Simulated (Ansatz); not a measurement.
# Zr7B: the cost of one run

Method: DFT PBE, scalar-relativistic, plane waves, PAW, unless a step names another level, in Ansatz 0.2.0.

11 further runs of the same task are left out: 1 that didn't finish, 10 set aside as unsound or not needed.

## (1) Plan

Pauling electronegativities: Zr 1.33, B 2.04 (spread 0.71). No set of common oxidation states balances it. Tabulated atomic sizes suggest about 15 Å³/atom. 30 candidates were drawn, by swapping species into database cells of other compounds, at random by space group and Wyckoff sites, or by hand, as the table says:

```csv
name,made from,space group no.,Wyckoff sites,atoms (primitive cell),V (Å³/atom)
c01,random,191,"Zr 6j, 1a; B 1b",8,19.1
c02,database cell of Mg7Al,187,"Zr 3j, 3k, 1f; B 1a",8,20.2
c03,random,225,"Zr 24e, 4a; B 4b",8,17.6
c04,database cell of Mg7Cu,187,"Zr 3j, 3k, 1b; B 1e",8,19.9
c05,random,191,"Zr 4h, 3f; B 1a",8,16.1
c06,database cell of Mg7Sn,187,"Zr 3j, 3k, 1d; B 1a",8,19.2
c07,random,123,"Zr 4i, 2h, 1d; B 1a",8,18.3
c08,random,216,"Zr 24f, 4c; B 4a",8,16.8
c09,"built by hand: fcc Zr, dilute rocksalt interstitial order",148,"Zr 18f, 3b; B 3a",8,20.2
c10,database cell of Mg7Zn,187,"Zr 3k, 3j, 1e; B 1b",8,19.9
c11,random,191,"Zr 4h, 3g; B 1b",8,15.6
c12,random,123,"Zr 4j, 2f, 1c; B 1a",8,15.0
c13,random,221,"Zr 3d, 3c, 1b; B 1a",8,17.9
c14,random,191,"Zr 6i, 1a; B 1b",8,16.4
c15,random,191,"Zr 3g, 2c, 2e; B 1a",8,16.2
c16,built by hand: Ca7Ge,225,"Zr 4b, 24d; B 4a",8,20.2
c17,random,166,"Zr 18g, 3a; B 3b",8,18.7
c18,database cell of Fe7Co,229,"Zr 6b, 8c; B 2a",8,16.1
c19,built by hand: WC-type boride layer in hcp Zr,187,"Zr 2h, 2g, 2h, 1b; B 1a",8,20.2
c20,random,221,"Zr 6e, 1b; B 1a",8,15.5
c21,random,155,"Zr 18f, 3a; B 3b",8,16.0
c22,random,225,"Zr 24d, 4b; B 4a",8,18.4
c23,random,191,"Zr 2c, 2d, 3f; B 1a",8,18.2
c24,built by hand: layered Zr with octahedral B sheet,164,"Zr 2d, 2d, 2d, 1b; B 1a",8,20.2
c25,random,139,"Zr 8i, 4d, 2a; B 2b",8,19.5
c26,random,166,"Zr 9d, 9e, 3a; B 3b",8,18.5
c27,random,216,"Zr 24f, 4d; B 4a",8,17.7
c28,database cell of Si7Ge,215,"Zr 4e, 3c; B 1a",8,20.5
c29,database cell of LiMg7,187,"Zr 3k, 3j, 1c; B 1f",8,21.0
c30,random,225,"Zr 24e, 4b; B 4a",8,18.1
```

## (2) Screening run of c22

File input.yaml:

```yaml
crystal:
  lattice:
    - [0.0, 4.19138803, 4.19138803]
    - [4.19138803, 0.0, 4.19138803]
    - [4.19138803, 4.19138803, 0.0]
  atoms:
    - { symbol: Zr, position: [0.5, 0.0, 0.0] }
    - { symbol: Zr, position: [0.0, 0.5, 0.5] }
    - { symbol: Zr, position: [0.0, 0.5, 0.0] }
    - { symbol: Zr, position: [0.5, 0.0, 0.5] }
    - { symbol: Zr, position: [0.0, 0.0, 0.5] }
    - { symbol: Zr, position: [0.5, 0.5, 0.0] }
    - { symbol: Zr, position: [0.5, 0.5, 0.5] }
    - { symbol: B, position: [0.0, 0.0, 0.0] }
basis:
  ecutwfc: 420
kpoints:
  mp_grid: { grid: [4, 4, 4] }
hamiltonian:
  xc: pbe
scf:
  occupations: { method: gaussian, width: 0.2 }
  lower_state_search: "off"
output:
  forces: true
  stress: true
  eigenvalues: true
relax:
  adjacent_minimum: "off"
  f_tol: 0.08
  max_steps: 16
  cell: { stress_tol: 0.8 }
```

Run with:

```sh
ansatz run input.yaml --threads 1 --pin off --max-ram 2560MiB --backend cpu --events-out ev --progress --plain --runs-dir out
```

What time and memory should one allow on 1 thread of Intel Xeon at 2.70GHz, shared host?

About 22 s, with a peak of 0.47 GiB.
